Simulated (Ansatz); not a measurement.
BeAl3, 4 atoms in the cell. It takes space group I4/mmm (No. 139, tetragonal). The conventional cell has a = 3.884 Å, b = 3.884 Å, c = 7.704 Å, α = 90.00°, β = 90.00°, γ = 90.00°. Al (site symmetry 4/mmm) is surrounded by 8 Al at 2.74 Å and 4 Be at 2.75 Å. Al (site symmetry -4m2) is surrounded by 8 Al at 2.74 to 2.75 Å and 4 Be at 2.74 Å. Around Be (site symmetry 4/mmm) lie 12 Al at 2.74 to 2.75 Å. The cell comes from a database or a generator and needn't be the stable form of this composition.

```yaml
Program: Ansatz 0.2.0
Task: relaxation of cell and atoms
Functional: PBE
Potentials_or_basis: Ansatz PAW earlier set
Cutoff: "960 eV (not typed: the program's choice for these potentials)"
k_mesh: 10 × 10 × 10
Occupations: fermi-dirac, width 0.05 eV
Spin: no spin polarisation
```

Potentials or basis: Ansatz PAW earlier set.

Command:

```console
$ ansatz run input.yaml --threads 2 --pin off --max-ram 5632MiB --backend cpu --events-out ev --progress --plain --runs-dir out
```

Hardware: 2 threads of Intel(R) Xeon(R) Platinum 8259CL CPU @ 2.50GHz (Skylake/Cascade Lake) (shared host).

**Question.** Estimate the wall time of this run.

**Answer.** Wall time 48 s on 2 threads of Intel(R) Xeon(R) Platinum 8259CL CPU @ 2.50GHz (Skylake/Cascade Lake) (shared host), peak memory 0.96 GiB. Counts: scf iterations 17, plane waves 3931, k points 102, bands 23, ion steps 4.
